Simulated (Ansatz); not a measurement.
# BFH3O2: the cost of one run

Method: UHF/def2-SVP, in Ansatz 0.2.0.

## (1) The system as given

Bond lengths: B1–F2 1.570 Å, B1–O3 1.410 Å, O3–H4 1.010 Å, B1–O5 1.410 Å, O5–H6 1.010 Å. Angles: F2–B1–O3 120.0°, F2–B1–O5 120.0°, O3–B1–O5 120.0°, B1–O3–H4 109.5°, B1–O5–H6 109.5°.

Structure file:

```xyz
7

B     0.0000    0.0000    0.0000
F     0.0000    0.0000    1.5700
O     1.2211    0.0000   -0.7050
H     1.5209   -0.9519   -0.8599
O    -1.2211    0.0000   -0.7050
H    -1.7308   -0.8467   -0.4965
H     0.0000    0.0000    2.7900
```

## (2) Pulling towards end A

Springs on the bonds that form and break draw the guess towards this end; the thresholds are loose.

input.yaml reads:

```yaml
crystal:
  periodic: [false, false, false]
  atoms:
    - { symbol: B, position_ang: [0.0, 0.0, 0.0] }
    - { symbol: F, position_ang: [0.0, 0.0, 1.57] }
    - { symbol: O, position_ang: [1.2211, 0.0, -0.705] }
    - { symbol: H, position_ang: [1.5209, -0.9519, -0.8599] }
    - { symbol: O, position_ang: [-1.2211, 0.0, -0.705] }
    - { symbol: H, position_ang: [-1.7308, -0.8467, -0.4965] }
    - { symbol: H, position_ang: [0.0, 0.0, 2.79] }
magnetization:
  spin_polarized: true
  initial_magnetization: 1
basis:
  gaussian: { orbitals: def2-SVP }
hamiltonian:
  xc: hf
relax:
  f_tol: 0.15
  max_steps: 25
  restrain:
    - { distance: [1, 6], at: 2.12, k: 30.0 }
    - { distance: [0, 1], at: 1.32, k: 30.0 }
output:
  orbitals: {}
```

Launch:

```
ansatz run input.yaml --threads 1 --pin off --max-ram 2048MiB --backend cpu --events-out ev --progress --plain --runs-dir out
```

**Question.** How long does this run take on 1 thread of Arm Neoverse V2, shared host, and how much memory does it need?

About 12 s, with a peak of 0.13 GiB.
